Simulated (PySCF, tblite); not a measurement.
# C₁₀H₉−: geometry, infrared bands and NMR shifts

What infrared bands and NMR shifts should C₁₀H₉− (`Cc1cc2ccccc2[cH-]1`) show?

The runs use tblite 0.8.0 and PySCF 2.14.0, with density-fitted response routines of our own; the level of theory stands in each step. All values are computed, except where a source is named. Atoms are numbered from 0 throughout.

**1. Starting geometry**

19 atoms, charge -1, multiplicity 1; geometry from: force field or distance geometry start.

Bonds of the start (Å): C0–C1 1.50, C1–C2 1.34, C2–C3 1.47, C3–C4 1.38, C4–C5 1.40, C5–C6 1.40, C6–C7 1.40, C7–C8 1.38, C8–C9 1.44, C9–C1 1.45, C8–C3 1.41, C0–H10 1.09, C0–H11 1.09, C0–H12 1.09, C2–H13 1.08, C4–H14 1.09, C5–H15 1.09, C6–H16 1.09, C7–H17 1.10, C9–H18 1.07.

**2. Optimising the geometry with GFN2-xTB**

Job settings and geometry (Å):

```
{"job": {"kind": "relax", "xc": "GFN2-xTB", "basis": "xTB"}, "charge": -1, "multiplicity": 1}
C      3.244800    -0.194700    -0.254300
C      1.760400    -0.047600    -0.130700
C      1.070800     1.016100     0.291800
C     -0.360100     0.674600     0.240000
C     -1.470900     1.423400     0.580700
C     -2.735900     0.832400     0.439100
C     -2.862300    -0.491400    -0.011500
C     -1.730800    -1.250600    -0.330000
C     -0.496400    -0.659200    -0.197700
C      0.844300    -1.126900    -0.433600
H      3.507400    -0.422000    -1.290200
H      3.748200     0.727100     0.036100
H      3.601500    -0.996200     0.398600
H      1.446400     1.978500     0.594300
H     -1.374000     2.456500     0.921700
H     -3.624700     1.406500     0.702200
H     -3.853200    -0.928800    -0.098200
H     -1.835400    -2.283200    -0.680600
H      1.110100    -2.104900    -0.785200
```

Launch:

```console
$ OMP_NUM_THREADS=1 python probes_run.py task.json out
```

The driver reads the jobs from task.json and runs them one after another.

**Question.** This job is followed by: GFN2-xTB harmonic vibrations, gas phase; GIAO PBE0/pcSseg-1 NMR shielding, non-relativistic, gas phase. What will the session give for the following? strongest single infrared mode (GFN2-xTB); zero-point energy (GFN2-xTB); ¹³C shifts against TMS (PBE0/pcSseg-1, means over atoms taken as alike); ¹H shifts against TMS (PBE0/pcSseg-1, means over atoms taken as alike).

**Answer**, as computed:

| quantity | value |
| --- | --- |
| strongest single infrared mode (GFN2-xTB) | 2969 cm⁻¹, 430 km/mol |
| zero-point energy (GFN2-xTB) | 94.3 kcal/mol |
| ¹³C shifts against TMS (PBE0/pcSseg-1, means over atoms taken as alike) | 134.1, 128.3, 118.7, 111.3, 94.8, 19.9 ppm |
| ¹H shifts against TMS (PBE0/pcSseg-1, means over atoms taken as alike) | 7.12, 6.20, 5.90, 2.50 ppm |

In words: The optimisation took 20 steps and gained 0.313 eV; among the close pairs (by a distance rule), C2–C3 changed most, from 1.472 to 1.401 Å. All 51 modes are real, so the xTB geometry is a minimum. The strongest single mode, at 2969 cm⁻¹, is carried by H14, H17, H16, H15. GFN2-xTB is a fitted tight-binding method: band positions and strengths are rough. Its intensities can rank the bands wrongly. NICS(1)zz of -38 ppm above the planar ring from C1 marks a diatropic (aromatic) ring current. NICS(1)zz of -27 ppm above the planar ring from C3 marks a diatropic (aromatic) ring current.
